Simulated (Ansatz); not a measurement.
# I3In: the cost of one run

Method: the settings change from run to run; program: Ansatz 0.2.0, Gaussian basis.

### 1 The geometry

The geometry comes from an earlier relaxation with PBE0-D4 in a triple-zeta def2 set; it is a stationary point. I, In take a core potential in def2 sets; no spin-orbit term is included.

SMILES `[I][In]([I])[I]`, 4 atoms, charge 0, spin multiplicity 1.

Atoms are counted from 1 here; the program's logs count them from 0.

Bond lengths: I1–In2 2.638 Å, In2–I3 2.638 Å, In2–I4 2.638 Å. Angles: I1–In2–I3 120.0°, I1–In2–I4 120.0°, I3–In2–I4 120.0°.

### 2 r2SCAN/def2-mTZVP

Set apart from the defaults: charge +1, multiplicity 2, rVV10 dispersion.

Input file in.yaml:

```yaml
crystal:
  periodic: [false, false, false]
  atoms:
    - {symbol: I, position_ang: [-0.235819, 0.381793, 2.590381]}
    - {symbol: In, position_ang: [0.013575, -0.015241, -0.005198]}
    - {symbol: I, position_ang: [1.264670, -2.159136, -0.896868]}
    - {symbol: I, position_ang: [-0.986926, 1.732285, -1.708616]}
basis:
  gaussian: {orbitals: def2-mTZVP}
total_charge: 1
magnetization: {spin_polarized: true, initial_magnetization: 1}
hamiltonian: {xc: {name: r2SCAN}, dispersion: rvv10}
output: {forces: true}
```

Run with:

```sh
> ansatz run in.yaml --threads 4 --pin off --events-out ev --progress --plain --max-ram 10444MiB
```

What time and memory should one allow on 4 threads of Arm Neoverse V1, shared host?

About 42 s, with a peak of 0.51 GiB.
